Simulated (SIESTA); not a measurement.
Set up this calculation in SIESTA 5.4.2, as the native input.

```
Task                : band structure
Functional          : PBEsol
Potentials or basis : PseudoDojo 0.4 standard (PBEsol files)
Basis               : DZP (energy shift 0.003 Ry; two zetas on semicore shells)
Grid cutoff         : 800 Ry
Energy shift        : 0.003 Ry
k mesh              : 9 × 9 × 1
Occupations         : fermi-dirac, width 0.05 eV
Spin                : no spin polarisation
```

Te2MoW2S4, a slab with vacuum:

```
W Te Mo S
1.0
     3.29556    0.00000    0.00000
    -1.64778    2.85404    0.00000
     0.00000    0.00000   30.58743
W Te Mo S
2 2 1 4
Direct
  0.33333 0.66667 0.23139
  0.33333 0.66667 0.76862
  0.33333 0.66667 0.93728
  0.33333 0.66667 0.06272
  0.66667 0.33333 0.00000
  0.66667 0.33333 0.28165
  0.66667 0.33333 0.81892
  0.66667 0.33333 0.18108
  0.66667 0.33333 0.71835
```

These files were run (other wordings do the same):

Te2MoW2S4.fdf

```
SystemName                      Te2MoW2S4
SystemLabel                     Te2MoW2S4
NumberOfSpecies                 4
NumberOfAtoms                   9
%block ChemicalSpeciesLabel
  1  74 W
  2  52 Te
  3  42 Mo
  4  16 S
%endblock ChemicalSpeciesLabel

LatticeConstant                 1.0 Ang
%block LatticeVectors
     3.2955625094     0.0000000000     0.0000000000
    -1.6477812547     2.8540408529     0.0000000000
     0.0000000000     0.0000000000    30.5874330000
%endblock LatticeVectors
AtomicCoordinatesFormat         Fractional
%block AtomicCoordinatesAndAtomicSpecies
     0.3333333333     0.6666666667     0.2313850000  1  W
     0.3333333333     0.6666666667     0.7686150000  1  W
     0.3333333333     0.6666666667     0.9372830000  2  Te
     0.3333333333     0.6666666667     0.0627170000  2  Te
     0.6666666667     0.3333333333     0.0000000000  3  Mo
     0.6666666667     0.3333333333     0.2816530000  4  S
     0.6666666667     0.3333333333     0.8189160000  4  S
     0.6666666667     0.3333333333     0.1810840000  4  S
     0.6666666667     0.3333333333     0.7183470000  4  S
%endblock AtomicCoordinatesAndAtomicSpecies

%block kgrid.MonkhorstPack
    9   0   0  0.0
    0   9   0  0.0
    0   0   1  0.0
%endblock kgrid.MonkhorstPack
XC.Functional                   GGA
XC.Authors                      PBEsol
PAO.BasisSize                   DZP
PAO.EnergyShift                 0.003 Ry
Mesh.Cutoff                     800 Ry
OccupationFunction              FD
ElectronicTemperature           0.05 eV
MaxSCFIterations                120
SCF.MustConverge                false
SCF.Mixer.Method                Pulay
SCF.Mixer.Weight                0.25
SCF.Mixer.History               8
SCF.DM.Tolerance                5.0e-05
SCF.H.Tolerance                 1.0e-03 eV
WriteForces                     true
Charge.Mulliken                 end
BandLinesScale                  ReciprocalLatticeVectors
%block BandLines
    1    0.000000   0.000000   0.000000  \Gamma
   14    0.500000   0.000000   0.000000  M
    8    0.333333   0.333333   0.000000  K
   16    0.000000   0.000000   0.000000  \Gamma
    2    0.000000   0.000000   0.500000  A
   14    0.500000   0.000000   0.500000  L
    8    0.333333   0.333333   0.500000  H
   16    0.000000   0.000000   0.500000  A
    1    0.500000   0.000000   0.500000  L
    2    0.500000   0.000000   0.000000  M
    1    0.333333   0.333333   0.000000  K
    2    0.333333   0.333333   0.500000  H
%endblock BandLines
%block PAO.Basis
  W 5
  n=5 0 2
    3.045 0.000
  n=6 0 2
    7.595 0.000
  n=5 1 2
    3.655 0.000
  n=6 1 1
    7.595
  n=5 2 2
    6.615 0.000
  Te 4
  n=5 0 2
    5.613 0.000
  n=5 1 2
    7.253 0.000
  n=4 2 2
    3.260 0.000
  n=5 2 1
    7.253
  Mo 5
  n=4 0 2
    3.234 0.000
  n=5 0 2
    8.897 0.000
  n=4 1 2
    3.729 0.000
  n=5 1 1
    8.897
  n=4 2 2
    6.735 0.000
%endblock PAO.Basis
```

Potentials or basis: PseudoDojo 0.4 standard (PBEsol files), DZP (energy shift 0.003 Ry; two zetas on semicore shells).

Launch:

```sh
$ siesta < Te2MoW2S4.fdf > Te2MoW2S4.out 2>&1
```

Results of the run:

- Largest force: 0.140 eV/Å
- Band gap on the k mesh: 0.12 eV, indirect (least direct gap 0.49 eV)
- Band gap along the path: 0.09 eV, indirect (least direct gap 0.49 eV)

Caveat: spin-orbit coupling is left out, which moves the levels of the heavy elements; the basis of atomic orbitals isn't converged, which shifts pressures, moduli and gaps.

Run time: 3 min on 1 thread of Intel(R) Xeon(R) 6975P-C (Granite Rapids) (shared host), peak memory 0.86 GiB.
